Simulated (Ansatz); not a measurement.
# C₆H₁₃NO: up Jacob's ladder to CCSD(T)

An exercise on one series of results from a longer session: the logs are not shown, and one member is left open.

The runs use Ansatz 0.2.0, Gaussian basis; functionals in def2-TZVPP, the program's frozen cores in correlated methods.

Levels to be run: PBE-D4, r2SCAN-D4, PBE0-D4, B3LYP-D4, ωB97X-V, ωB97M-V, B2PLYP; CCSD(T)/def2-TZVPP; MP2/def2-QZVPP; extrapolation to the limit.

## The relaxed structure

An earlier PBE0-D4 in a triple-zeta def2 set relaxation fixed the geometry.

21 atoms, charge 0, spin multiplicity 1.

Atoms are counted from 1 here; the program's logs count them from 0.

Bond lengths: C1–C2 1.518 Å, C1–H9 1.092 Å, C1–H10 1.094 Å, C1–H11 1.094 Å, C2–C3 1.516 Å, C2–H12 1.093 Å, C2–H13 1.093 Å, C3–C4 1.518 Å, C3–H14 1.096 Å, C3–H15 1.096 Å, C4–O5 1.218 Å, C4–N6 1.364 Å, N6–C7 1.438 Å, N6–C8 1.441 Å, C7–H16 1.086 Å, C7–H17 1.096 Å, C7–H18 1.096 Å, C8–H19 1.087 Å and more. Angles: C2–C1–H9 111.2°, C2–C1–H10 111.4°, C2–C1–H11 111.4°, H9–C1–H10 107.6°, H9–C1–H11 107.6°, H10–C1–H11 107.4°, C1–C2–C3 112.0°, C1–C2–H12 110.5°, C1–C2–H13 110.5°, C3–C2–H12 109.1°, C3–C2–H13 109.1°, H12–C2–H13 105.5°, C2–C3–C4 112.4°, C2–C3–H14 109.9°, C2–C3–H15 109.9°, C4–C3–H14 109.3°, C4–C3–H15 109.3°, H14–C3–H15 105.9° and more.

Set-up of the first run:

Input file in.yaml:

```yaml
crystal:
  periodic: [false, false, false]
  atoms:
    - {symbol: C, position_ang: [1.159739, -2.903475, -1.063807]}
    - {symbol: C, position_ang: [0.756144, -1.474358, -1.380353]}
    - {symbol: C, position_ang: [0.269942, -0.734320, -0.149211]}
    - {symbol: C, position_ang: [-0.135787, 0.695675, -0.456618]}
    - {symbol: O, position_ang: [-0.055666, 1.140499, -1.587650]}
    - {symbol: N, position_ang: [-0.590463, 1.454903, 0.581228]}
    - {symbol: C, position_ang: [-0.717545, 1.010804, 1.942644]}
    - {symbol: C, position_ang: [-0.987055, 2.818779, 0.336724]}
    - {symbol: H, position_ang: [1.507237, -3.423885, -1.958834]}
    - {symbol: H, position_ang: [1.968642, -2.936663, -0.327735]}
    - {symbol: H, position_ang: [0.320738, -3.474498, -0.654842]}
    - {symbol: H, position_ang: [-0.029398, -1.458499, -2.139582]}
    - {symbol: H, position_ang: [1.595702, -0.928042, -1.816731]}
    - {symbol: H, position_ang: [1.053388, -0.731803, 0.617883]}
    - {symbol: H, position_ang: [-0.581084, -1.265607, 0.293102]}
    - {symbol: H, position_ang: [-0.403669, -0.022362, 2.055361]}
    - {symbol: H, position_ang: [-0.104495, 1.628500, 2.609341]}
    - {symbol: H, position_ang: [-1.757832, 1.090194, 2.279323]}
    - {symbol: H, position_ang: [-0.844136, 3.038834, -0.718165]}
    - {symbol: H, position_ang: [-0.384406, 3.508316, 0.937806]}
    - {symbol: H, position_ang: [-2.040017, 2.966999, 0.600118]}
basis:
  gaussian: {orbitals: def2-TZVPP}
hamiltonian: {xc: pbe, dispersion: d4}
output: {forces: true, orbitals: {seedname: orbitals}}
```

Run with:

```sh
ansatz run in.yaml --threads 2 --pin off --events-out ev --progress --plain --max-ram 20480MiB --backend cuda --devices 0, --max-vram 18GiB
```

Among the steps run: PBE-D4 (GGA); r2SCAN-D4 (meta-GGA); PBE0-D4 (hybrid); B3LYP-D4 (hybrid); ωB97X-V (range-separated); ωB97M-V (range-separated); B2PLYP (double hybrid); CCSD(T) in def2-TZVPP; MP2 in def2-QZVPP.

One of the session's tables, all rows but one given; the rest of the session is left out.

```
            method  atomisation energy (kJ/mol)
            PBE-D4                       8734.1
         r2SCAN-D4                       8536.5
           PBE0-D4                       8583.5
          B3LYP-D4                       8531.9
           ωB97X-V                       8535.4
           ωB97M-V                       8541.7
            B2PLYP                       8437.5
     HF/def2-TZVPP                       6223.1
    MP2/def2-TZVPP                       8426.5
   CCSD/def2-TZVPP                            ?
CCSD(T)/def2-TZVPP                       8304.3
           MP2/CBS                       8624.5
       CCSD(T)/CBS                       8502.3
```

Estimate the missing values for CCSD/def2-TZVPP.

The run gave: atomisation energy (kJ/mol): 8180.9. In the column «atomisation energy (kJ/mol)» it lies between HF/def2-TZVPP (6223.1) and CCSD(T)/def2-TZVPP (8304.3).

Limits of these values: Free atoms (6 C, 1 O, 1 N, 13 H) were run apart at each level; the atomisation energy is their sum less the molecule, without zero-point or spin-orbit terms.
